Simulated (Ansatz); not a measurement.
Relaxation of a periodic cell of 17 atoms, HC16 (host C, host structure diamond, interstitial H), to a largest force component of 0.08 eV/Å in at most 25 steps.

These are results of DFT PBE, scalar-relativistic, plane waves, PAW (Ansatz), not measurements. Settings: PAW set soft_1, cutoff 420 eV, k mesh 2x2x2, fermi-dirac smearing 0.05 eV, spin collinear.

```xyz
17
Lattice="0.0000 3.5700 3.5700 3.5700 0.0000 3.5700 3.5700 3.5700 0.0000" Properties=species:S:1:pos:R:3:forces:R:3
C 0.000 0.000 0.000 -1.28 -0.02 0.01
C 0.892 0.892 0.892 0.07 -0.06 0.01
C 1.785 1.785 0.000 0.02 1.27 0.01
C 2.678 2.678 0.892 -0.06 0.06 -0.06
C 1.785 0.000 1.785 0.05 -0.05 0.95
C 2.678 0.892 2.678 -0.09 -0.05 0.05
C 3.570 1.785 1.785 0.01 -0.01 0.01
C 4.463 2.678 2.678 0.05 0.09 0.05
C 0.000 1.785 1.785 -0.13 0.12 -0.10
C 0.892 2.678 2.678 0.07 -0.01 0.06
C 1.785 3.570 1.785 0.02 -0.01 -1.24
C 2.678 4.463 2.678 0.01 -0.06 0.06
C 1.785 1.785 3.570 0.05 -0.92 0.05
C 2.678 2.678 4.463 -0.01 0.02 -0.02
C 3.570 3.570 3.570 0.91 -0.04 0.04
C 4.463 4.463 4.463 0.05 -0.05 -0.09
H 1.731 3.621 3.527 0.27 -0.25 0.21
```

Question: Where does it end, and by what steps?

Answer: The forces met the threshold. Limits of this set-up: coarse k mesh. After 3 steps the energy has fallen by 0.086 eV; H17 moved furthest, 0.08 Å.

```csv
step,energy less start (eV),largest force component (eV/Å),accepted
0,0.0000,1.281,yes
1,-0.0661,0.439,yes
2,-0.0831,0.093,yes
3,-0.0864,0.002,yes
```

```xyz
17
Lattice="0.0000 3.5700 3.5700 3.5700 0.0000 3.5700 3.5700 3.5700 0.0000" Properties=species:S:1:pos:R:3
C -0.024 0.003 -0.003
C 0.889 0.896 0.891
C 1.782 1.808 -0.003
C 2.671 2.683 0.887
C 1.782 0.003 1.803
C 2.671 0.892 2.678
C 3.567 1.788 1.783
C 4.462 2.683 2.678
C -0.003 1.788 1.782
C 0.889 2.680 2.674
C 1.782 3.573 1.762
C 2.675 4.466 2.674
C 1.782 1.768 3.568
C 2.675 2.680 4.461
C 3.587 3.573 3.568
C 4.462 4.462 4.457
H 1.781 3.573 3.567
```

Whether the end is a true minimum wasn't checked by a vibrational analysis.

Time of the run: 13 s on 1 thread of Arm Neoverse V2, with other jobs on the host, peak memory 0.35 GiB.
